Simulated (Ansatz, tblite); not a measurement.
**In3Sb3 wurtzite hole sphere (In₃Sb₃H₁₂): one state, many levels**

The task here is to estimate one member of a computed series from the others.

The runs use Ansatz 0.2.0, Gaussian basis; as each input shows.

Levels to be run: GFN1-xTB, GFN2-xTB, PBE-D4/def2-TZVP, r2SCAN-D4/def2-TZVP, PBE+5HF/def2-SVP, PBE+10HF/def2-SVP, PBE+15HF/def2-SVP, PBE+35HF/def2-SVP, PBE+50HF/def2-SVP, PBE-D4/def2-SVP, PBE0-D4/def2-SVP.

1 further run of the same task is left out (set aside as unsound or not needed).

## The relaxed structure

The singlet was relaxed beforehand with PBE-D4/def2-SVP.

18 atoms, charge 0, spin multiplicity 1.

Bond lengths: Sb1–In2 2.913 Å, Sb1–In4 2.913 Å, Sb1–H7 1.720 Å, Sb1–H8 1.721 Å, In2–Sb3 2.913 Å, In2–H9 1.733 Å, In2–H10 1.736 Å, Sb3–In6 2.913 Å, Sb3–H11 1.722 Å, Sb3–H12 1.721 Å, In4–Sb5 2.912 Å, In4–H13 1.734 Å, In4–H14 1.736 Å, Sb5–In6 2.913 Å, Sb5–H15 1.722 Å, Sb5–H16 1.722 Å, In6–H17 1.736 Å, In6–H18 1.734 Å. Angles: In2–Sb1–In4 133.1°, In2–Sb1–H7 105.9°, In2–Sb1–H8 105.4°, In4–Sb1–H7 106.1°, In4–Sb1–H8 105.4°, H7–Sb1–H8 94.3°, Sb1–In2–Sb3 93.8°, Sb1–In2–H9 107.8°, Sb1–In2–H10 105.5°, Sb3–In2–H9 107.7°, Sb3–In2–H10 105.5°, H9–In2–H10 130.5°, In2–Sb3–In6 133.0°, In2–Sb3–H11 105.5°, In2–Sb3–H12 106.0°, In6–Sb3–H11 105.4°, In6–Sb3–H12 106.1°, H11–Sb3–H12 94.3° and more.

Coordinates:

```
Sb   -0.00286   -2.45544   -0.20869
In   -2.67470   -1.53857    0.50479
Sb   -2.12340    1.23208   -0.20757
In    2.66956   -1.54733    0.51146
Sb    2.12957    1.22378   -0.20377
In    0.00602    3.08500    0.51365
H    -0.00788   -4.15899    0.03157
H    -0.00104   -2.56740   -1.92612
H    -3.78295   -2.17442   -0.66665
H    -2.72851   -1.56913    2.23951
H    -2.21778    1.29173   -1.92549
H    -3.59865    2.08528    0.03204
H     3.77768   -2.18934   -0.65710
H     2.71662   -1.57944    2.24646
H     2.22401    1.28110   -1.92225
H     3.60635    2.07393    0.04171
H     0.00121    3.13933    2.24874
H     0.00674    4.36781   -0.65233
```

In, Sb take a core potential in the def2 sets. No spin-orbit coupling is included.

PBE0-D4/def2-TZVP was run before; its log isn't repeated, and its numbers join the tables.

The first run:

Tight binding, by tblite at 300 K electronic temperature and without a spin-polarisation term:

```python
tblite.interface.Calculator('GFN1-xTB', numbers, positions, charge=0, uhf=0).singlepoint()
```

Tight binding, by tblite at 300 K electronic temperature and without a spin-polarisation term:

```python
tblite.interface.Calculator('GFN2-xTB', numbers, positions, charge=0, uhf=0).singlepoint()
```

start.molden holds the orbitals of an earlier run on this state, given as this run's starting guess.

File in.yaml:

```yaml
crystal:
  periodic: [false, false, false]
  atoms:
    - {symbol: Sb, position_ang: [-0.002862, -2.455435, -0.208689]}
    - {symbol: In, position_ang: [-2.674704, -1.538570, 0.504790]}
    - {symbol: Sb, position_ang: [-2.123404, 1.232078, -0.207569]}
    - {symbol: In, position_ang: [2.669562, -1.547329, 0.511463]}
    - {symbol: Sb, position_ang: [2.129569, 1.223776, -0.203766]}
    - {symbol: In, position_ang: [0.006016, 3.085004, 0.513654]}
    - {symbol: H, position_ang: [-0.007884, -4.158993, 0.031569]}
    - {symbol: H, position_ang: [-0.001037, -2.567397, -1.926119]}
    - {symbol: H, position_ang: [-3.782955, -2.174415, -0.666645]}
    - {symbol: H, position_ang: [-2.728508, -1.569130, 2.239514]}
    - {symbol: H, position_ang: [-2.217783, 1.291729, -1.925495]}
    - {symbol: H, position_ang: [-3.598654, 2.085283, 0.032040]}
    - {symbol: H, position_ang: [3.777682, -2.189342, -0.657102]}
    - {symbol: H, position_ang: [2.716624, -1.579444, 2.246460]}
    - {symbol: H, position_ang: [2.224008, 1.281102, -1.922250]}
    - {symbol: H, position_ang: [3.606354, 2.073925, 0.041710]}
    - {symbol: H, position_ang: [0.001212, 3.139330, 2.248742]}
    - {symbol: H, position_ang: [0.006744, 4.367807, -0.652325]}
basis:
  gaussian: {orbitals: def2-TZVP, initial_orbitals: start.molden}
hamiltonian: {xc: pbe, dispersion: d4}
scf: {omitted_lower_state_checks: [starts]}
output: {orbitals: {seedname: orbitals}}
```

The run is started by

```bash
ansatz run in.yaml --threads 2 --pin off --events-out ev --progress --plain --max-ram 32768MiB --backend cuda --devices 0, --max-vram 18GiB
```

Among the steps run: PBE-D4/def2-TZVP; r2SCAN-D4/def2-TZVP; PBE+5HF/def2-SVP; PBE+10HF/def2-SVP; PBE+15HF/def2-SVP; PBE+35HF/def2-SVP; PBE+50HF/def2-SVP; PBE-D4/def2-SVP; PBE0-D4/def2-SVP.

One table of the session follows, with a row left open; its other results are not shown here.

It belongs to the step «Binding energy». 

```
              level  binding an atom (eV)
    PBE-D4/def2-SVP                 2.091
   PBE-D4/def2-TZVP                 2.109
r2SCAN-D4/def2-TZVP                     ?
   PBE0-D4/def2-SVP                 2.080
  PBE0-D4/def2-TZVP                 2.101
```

Q: Estimate the row for r2SCAN-D4/def2-TZVP from the others.

As computed: binding an atom (eV): 2.122. In the column «binding an atom (eV)» it is the highest.

To keep in mind: Free atoms were run apart at each level; binding is atoms less cluster, divided by the number of atoms, without zero-point or spin-orbit terms.
